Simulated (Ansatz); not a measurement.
This script for Ansatz 0.2.0 through its Python package starts 3 runs on TlBi2, space group P6/mmm. What input does the engine get in each?

The script, `run_xc.py`:
```python
'''One structure of TlBi2 under several functionals.'''

import warnings

import ansatz as az
from ase import Atoms
import pandas as pd

warnings.simplefilter('ignore', az.DeckWarning)

atoms = Atoms(
    ['Tl', 'Bi', 'Bi'],
    scaled_positions=[
        (0.0, 0.0, 0.0),
        (2 / 3, 1 / 3, 0.5),
        (1 / 3, 2 / 3, 0.5),
    ],
    cell=[
        (5.7086645, 0.0, 0.0),
        (-2.85433225, 4.94384848, 0.0),
        (0.0, 0.0, 3.39375558),
    ],
    pbc=True,
)
xtal = az.Crystal.from_ase(atoms)

model = xtal.calculation()
model = model.occupations(az.OccupationsMethod.FERMI_DIRAC, width=0.1)
model = model.kpoints(6, 6, 8)
model = model.stress()

rows = []
for value in ['pbesol', 'blyp', 'lda']:
    report = model.functional(value).run(threads=1, backend='cpu').report
    rows.append((value, report['free_energy_ev'] / len(report['lattice']['sites']), report['n_iterations'], sum(report['stress_gpa'][i][i] for i in range(3)) / 3, report['n_kpoints']))

table = pd.DataFrame(rows, columns=['functional', 'F/atom (eV)', 'iterations', 'P (GPa)', 'k-points'])
print(table.round(5).to_string(index=False))
```

Run 1:
```yaml
crystal:
  lattice:
    - [5.7086645, 0.0, 0.0]
    - [-2.85433225, 4.94384848, 0.0]
    - [0.0, 0.0, 3.39375558]
  atoms:
    - { symbol: Tl, position: [0.0, 0.0, 0.0] }
    - { symbol: Bi, position: [0.6666666666666666, 0.3333333333333333, 0.5] }
    - { symbol: Bi, position: [0.3333333333333333, 0.6666666666666666, 0.5] }
kpoints:
  mp_grid:
    grid: [6, 6, 8]
hamiltonian:
  xc: pbesol
scf:
  occupations:
    method: fermi_dirac
    width: 0.1
output:
  stress: true
```

Run 2, against run 1:
```diff
-  xc: pbesol
+  xc: blyp
```

Run 3, against run 1:
```diff
-  xc: pbesol
+  xc: lda
```

```console
$ python run_xc.py
functional  F/atom (eV)  iterations  P (GPa)  k-points
    pbesol -11926.58842           6 -1.86710        35
      blyp -12107.48408           7  4.46909        35
       lda -11772.77354           6 -3.22581        35
```

From lowest to highest: LDA (-3.2 GPa), PBEsol (-1.9 GPa) and BLYP (4.5 GPa). At a fixed cell a lower pressure usually means a smaller equilibrium volume, so LDA prefers the smallest cell and BLYP the largest.

Reading the output:
- BLYP can be off by several per cent in the lattices of metals, and by several GPa in the pressure at a fixed cell.
- For a metal this k-point mesh is coarse: on a finer one energies can move by several to tens of meV an atom and pressures by half a GPa or more, differences at one mesh by less.
- Pressure is positive in compression.
- Spin-orbit coupling, which matters for elements this heavy, is left out.
- The structure comes from a database of computed cells and needn't be a stable or known phase.
- Total energies of different functionals can't be compared; pressures, moments and gaps at this one structure can.
- Wall time of the script: 16 s on 1 thread of Arm Neoverse V1, on a shared host, peak memory 0.44 GiB.
